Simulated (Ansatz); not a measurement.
# CH6BNO2: up Jacob's ladder to CCSD(T)

Aim: compute CH6BNO2 with functionals from several rungs and with coupled cluster. The yardstick is the atomisation energy at the CCSD(T) limit.

Program: Ansatz 0.2.0, Gaussian basis. Level of theory: functionals in def2-TZVPP, the program's frozen cores in correlated methods. These are calculated values, not measurements.

Levels to be run: LDA (SPW92), PBE-D4, revPBE-D4, BLYP-D4, r2SCAN-D4, B97M-V, PBE0-D4, B3LYP-D4, r2SCANh-D4, r2SCAN0-D4, HSE06-D4, BHLYP-D4, CAM-B3LYP-D4, LC-ωPBE, ωB97X-V, ωB97M-V, B2PLYP, PBE-QIDH; CCSD(T)/def2-SVP; CCSD(T)/def2-TZVPP; MP2/def2-QZVPP; extrapolation to the limit; RPA on PBE.

## (1) Structure used throughout

An earlier PBE0-D4 in a triple-zeta def2 set relaxation fixed the geometry.

SMILES `OBNCO`, 11 atoms, charge 0, spin multiplicity 1.

Atoms are counted from 1 here; the program's logs count them from 0.

Bond lengths: O1–B2 1.362 Å, O1–H6 0.965 Å, B2–N3 1.416 Å, B2–H7 1.197 Å, N3–C4 1.423 Å, N3–H8 1.004 Å, C4–O5 1.424 Å, C4–H9 1.100 Å, C4–H10 1.095 Å, O5–H11 0.962 Å. Angles: B2–O1–H6 111.4°, O1–B2–N3 121.8°, O1–B2–H7 118.8°, N3–B2–H7 119.3°, B2–N3–C4 124.5°, B2–N3–H8 119.6°, C4–N3–H8 115.8°, N3–C4–O5 109.1°, N3–C4–H9 110.6°, N3–C4–H10 109.5°, O5–C4–H9 108.7°, O5–C4–H10 110.7°, H9–C4–H10 108.2°, C4–O5–H11 108.4°.

## (2) LDA

This LDA is Slater exchange with PW92 correlation.

in.yaml

```yaml
crystal:
  periodic: [false, false, false]
  atoms:
    - {symbol: O, position_ang: [-0.365323, 1.867283, 0.524048]}
    - {symbol: B, position_ang: [-0.151010, 0.776266, 1.310708]}
    - {symbol: N, position_ang: [0.041261, -0.514527, 0.761609]}
    - {symbol: C, position_ang: [-0.074469, -0.827108, -0.621316]}
    - {symbol: O, position_ang: [0.833469, -0.016371, -1.360565]}
    - {symbol: H, position_ang: [-0.145906, 1.684651, -0.397258]}
    - {symbol: H, position_ang: [-0.135527, 0.915909, 2.499637]}
    - {symbol: H, position_ang: [0.343998, -1.265718, 1.354751]}
    - {symbol: H, position_ang: [-1.095781, -0.628964, -0.978260]}
    - {symbol: H, position_ang: [0.142077, -1.889996, -0.774597]}
    - {symbol: H, position_ang: [0.672713, -0.158524, -2.298156]}
basis:
  gaussian: {orbitals: def2-TZVPP}
hamiltonian: {xc: lda}
output: {orbitals: {seedname: orbitals}}
```

Further steps of the session: PBE-D4 (GGA); revPBE-D4 (GGA); BLYP-D4 (GGA); r2SCAN-D4 (meta-GGA); B97M-V (meta-GGA); PBE0-D4 (hybrid); B3LYP-D4 (hybrid); r2SCANh-D4 (hybrid); r2SCAN0-D4 (hybrid); HSE06-D4 (hybrid); BHLYP-D4 (hybrid); CAM-B3LYP-D4 (range-separated); LC-ωPBE (range-separated); ωB97X-V (range-separated); ωB97M-V (range-separated); B2PLYP (double hybrid); PBE-QIDH (double hybrid); CCSD(T) in def2-SVP; CCSD(T) in def2-TZVPP; MP2 in def2-QZVPP; RPA on PBE orbitals.

**Question.** What will the summary of the whole plan be? Wanted: atomisation energy, CCSD(T)/CBS; farthest beyond LDA; mean size of error, GGA; mean size of error, meta-GGA; mean size of error, hybrid; mean size of error, range-separated; mean size of error, double hybrid; gap, smallest and largest; T1 diagnostic.

**Answer**, as computed:

```
                               quantity                                                                        value
        atomisation energy, CCSD(T)/CBS                                                                4325.3 kJ/mol
 functionals within 21.6 kJ/mol (0.5 %)  revPBE-D4, r2SCAN-D4, B97M-V, PBE0-D4, B3LYP-D4, HSE06-D4, LC-ωPBE, ωB97X-V
                    farthest beyond LDA                                                     BHLYP-D4 (-149.4 kJ/mol)
                mean size of error, GGA                                                                  51.4 kJ/mol
           mean size of error, meta-GGA                                                                   6.3 kJ/mol
             mean size of error, hybrid                                                                  47.0 kJ/mol
    mean size of error, range-separated                                                                  18.9 kJ/mol
      mean size of error, double hybrid                                                                  35.9 kJ/mol
              gap, smallest and largest                                        5.65 eV (BLYP-D4), 12.98 eV (LC-ωPBE)
                          T1 diagnostic                                                                       0.0120
triples share of the correlation energy                                                                        3.6 %
```

**Reading.** The LDA atomisation energy is off by 703.5 kJ/mol (16 %): it overbinds. PBE-D4 misses by +115.1 kJ/mol. Double hybrids carry the basis error of their MP2 part in triple zeta, and no dispersion term here, so their miss is partly the set-up's. The rungs meta-GGA, range-separated miss on average by less than the doubt on the reference (21.6 kJ/mol), so they tie. Misses under about 21.6 kJ/mol are within the doubt on the reference itself, which lacks core-valence correlation, relativity and higher excitations. Hartree-Fock recovers 71 % of the binding; the rest is correlation. CCSD(T) in def2-SVP is off by -235.8 kJ/mol, worse than the median functional, from the basis alone. Orbital gaps span 5.6 to 13.0 eV; exact exchange widens them.
